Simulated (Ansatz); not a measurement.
# Cl3H2NSn: small, medium and large basis sets

How large a basis does Cl3H2NSn need? Two functionals are run in growing sets.

The runs use Ansatz 0.2.0, Gaussian basis; one geometry, several basis sets.

Plan: PBE0-D4/def2-SVP; ωB97M-V/def2-SVP; PBE0-D4/def2-QZVPP; ωB97M-V/def2-QZVPP; the functionals' def2-TZVPP values are taken from earlier runs.

1 further run of the same task is left out (for a known fault of the program).

## 1. The relaxed structure

The geometry comes from an earlier relaxation with PBE0-D4 in a triple-zeta def2 set; it is a stationary point, not always the lowest conformer. Sn takes the def2 core potential; no spin-orbit term is included.

SMILES `[NH2][Sn]([Cl])([Cl])[Cl]`, 7 atoms, charge 0, spin multiplicity 1.

Atoms are counted from 1 here; the program's logs count them from 0.

Bond lengths: N1–Sn2 1.995 Å, N1–H6 1.013 Å, N1–H7 1.013 Å, Sn2–Cl3 2.295 Å, Sn2–Cl4 2.311 Å, Sn2–Cl5 2.295 Å. Angles: Sn2–N1–H6 112.4°, Sn2–N1–H7 112.4°, H6–N1–H7 108.5°, N1–Sn2–Cl3 108.3°, N1–Sn2–Cl4 115.7°, N1–Sn2–Cl5 108.2°, Cl3–Sn2–Cl4 107.1°, Cl3–Sn2–Cl5 110.4°, Cl4–Sn2–Cl5 107.1°.

As a file:

| atom | x (Å) | y (Å) | z (Å) |
| --- | --- | --- | --- |
| N1 | -0.4859 | 0.8717 | 0.9364 |
| Sn2 | 0.3729 | -0.3286 | -0.4053 |
| Cl3 | 2.0797 | -1.4602 | 0.6304 |
| Cl4 | -1.0098 | -1.9133 | -1.3629 |
| Cl5 | 1.1932 | 0.9716 | -2.1092 |
| H6 | -1.2315 | 1.4284 | 0.5352 |
| H7 | -0.8572 | 0.3623 | 1.7297 |

## 2. PBE0-D4 in def2-SVP

in.yaml reads:

```yaml
crystal:
  periodic: [false, false, false]
  atoms:
    - {symbol: N, position_ang: [-0.485898, 0.871692, 0.936351]}
    - {symbol: Sn, position_ang: [0.372874, -0.328605, -0.405265]}
    - {symbol: Cl, position_ang: [2.079662, -1.460175, 0.630446]}
    - {symbol: Cl, position_ang: [-1.009780, -1.913285, -1.362865]}
    - {symbol: Cl, position_ang: [1.193161, 0.971588, -2.109158]}
    - {symbol: H, position_ang: [-1.231513, 1.428414, 0.535171]}
    - {symbol: H, position_ang: [-0.857206, 0.362269, 1.729720]}
basis:
  gaussian: {orbitals: def2-SVP}
hamiltonian: {xc: pbe0, dispersion: d4}
output: {orbitals: {seedname: orbitals}}
```

Launch:

```bash
> ansatz run in.yaml --threads 2 --pin off --events-out ev --progress --plain --max-ram 32768MiB --backend cpu
```

After this run come: ωB97M-V in def2-SVP; PBE0-D4 in def2-QZVPP; ωB97M-V in def2-QZVPP.

Q: Predict the results of all the runs planned. Wanted: PBE0-D4: double and triple zeta above quadruple; ωB97M-V: double and triple zeta above quadruple.

**Answer**, as computed:

```
                                       quantity           value
PBE0-D4: double and triple zeta above quadruple  16.58, 1.27 eV
ωB97M-V: double and triple zeta above quadruple  16.44, 1.21 eV
```

**Reading.** PBE0-D4 gains 15.32 eV from double to triple zeta, then 1.27 eV more. Total energies overstate the basis error of differences, where much of it tends to cancel.
